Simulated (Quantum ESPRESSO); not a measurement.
The system is WS2.

```
W S
1.0
     3.18000    0.00000    0.00000
    -1.59000    2.75396    0.00000
     0.00000    0.00000   12.50000
W S
2 4
Direct
  0.33333 0.66667 0.25000
  0.66667 0.33333 0.75000
  0.33333 0.66667 0.62000
  0.66667 0.33333 0.12000
  0.33333 0.66667 0.88000
  0.66667 0.33333 0.38000
```

Base run:

| Property | Result |
| --- | --- |
| Program | Quantum ESPRESSO 7.5 |
| Functional | PBEsol |
| Potentials or basis | PseudoDojo 0.4.1 SR PBE standard |
| Cutoff | 1007 eV |
| Density cutoff | 4027 eV |
| k mesh | 7 × 7 × 2 |
| Occupations | gaussian, width 0.05 eV |
| Spin | collinear spin, ferromagnetic start |
| Starting moments | [2.0, 2.0, 0.0, 0.0, 0.0, 0.0] μB |
| Hubbard terms | W d U = 3 eV |

Its results: band gap on the k mesh 1.13 eV, indirect (least direct gap 2.18 eV); pressure -8.0 GPa; net moment 0.00 μB per cell; largest force 1.238 eV/Å.

**Question.** After a change of settings the same cell gave: band gap on the k mesh 1.20 eV, indirect (least direct gap 2.19 eV); pressure -1.8 GPa; net moment 0.00 μB per cell; largest force 1.026 eV/Å. Which change was it?
A. functional from PBEsol to revPBE
B. functional from PBEsol to PW91
C. functional from PBEsol to LDA
D. functional from PBEsol to PBE

**Answer.** A.

revPBE binds less tightly than PBEsol, so the same cell stands under more pressure.

Caveats: the potentials were made for another functional, which shifts forces and pressure; spin-orbit coupling is left out, which moves the levels of the heavy elements; an odd mesh through Γ misses points on the zone boundary, where band edges often lie; this functional lacks dispersion, which binds the layers, so the pressure and a relaxed spacing across them are unreliable.
